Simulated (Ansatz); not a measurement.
# CH7BClNOSi: the cost of one run

All numbers below are computed with Ansatz 0.2.0 (RHF/STO-3G).

### Step 1. The starting structure

Bond lengths: C1–B2 1.630 Å, B2–O3 1.486 Å, O3–Si4 1.801 Å, Si4–N5 1.754 Å, Si4–Cl6 2.136 Å, C1–H7 1.075 Å, C1–H8 1.151 Å, C1–H9 1.071 Å, B2–H10 1.205 Å, Si4–H11 1.459 Å, N5–H12 1.069 Å, N5–H13 1.071 Å. Angles (14 of 19 angles, heavy atoms first): C1–B2–O3 122.1°, B2–O3–Si4 102.9°, O3–Si4–N5 109.5°, O3–Si4–Cl6 105.0°, N5–Si4–Cl6 109.9°, C1–B2–H10 118.1°, O3–B2–H10 119.7°, B2–C1–H7 108.3°, B2–C1–H8 105.9°, B2–C1–H9 107.3°, O3–Si4–H11 109.3°, N5–Si4–H11 114.9°, Cl6–Si4–H11 107.8°, Si4–N5–H12 104.0°.

Coordinates:

```xyz
13

C     0.1181   -2.0633   -0.2603
B    -0.6427   -1.0586    0.7739
O    -1.4058    0.1273    0.3044
Si   -0.1913    1.4528    0.4047
N     0.9587    1.2923   -0.9104
Cl   -1.3180    3.2525    0.1705
H    -0.3501   -3.0293   -0.1993
H    -0.0294   -1.6080   -1.3073
H     1.1576   -2.0592   -0.0012
H    -0.6327   -1.3373    1.9461
H     0.3991    1.4663    1.7385
H     1.5672    2.1671   -0.8302
H     0.3897    1.3627   -1.8146
```

### Step 2. Relaxing end A

Contents of input.yaml:

```yaml
crystal:
  periodic: [false, false, false]
  atoms:
    - { symbol: C, position_ang: [0.1181, -2.0633, -0.2603] }
    - { symbol: B, position_ang: [-0.6427, -1.0586, 0.7739] }
    - { symbol: O, position_ang: [-1.4058, 0.1273, 0.3044] }
    - { symbol: Si, position_ang: [-0.1913, 1.4528, 0.4047] }
    - { symbol: "N", position_ang: [0.9587, 1.2923, -0.9104] }
    - { symbol: Cl, position_ang: [-1.318, 3.2525, 0.1705] }
    - { symbol: H, position_ang: [-0.3501, -3.0293, -0.1993] }
    - { symbol: H, position_ang: [-0.0294, -1.608, -1.3073] }
    - { symbol: H, position_ang: [1.1576, -2.0592, -0.0012] }
    - { symbol: H, position_ang: [-0.6327, -1.3373, 1.9461] }
    - { symbol: H, position_ang: [0.3991, 1.4663, 1.7385] }
    - { symbol: H, position_ang: [1.5672, 2.1671, -0.8302] }
    - { symbol: H, position_ang: [0.3897, 1.3627, -1.8146] }
basis:
  gaussian: { orbitals: STO-3G }
hamiltonian:
  xc: hf
relax:
  f_tol: 0.015
  max_steps: 40
output:
  orbitals: {}
```

Command:

```
> ansatz run input.yaml --threads 1 --pin off --max-ram 2048MiB --backend cpu --events-out ev --progress --plain --runs-dir out
```

What time and memory should one allow on 1 thread of Arm Neoverse V2, shared host?

About 69 s, with a peak of 0.19 GiB.
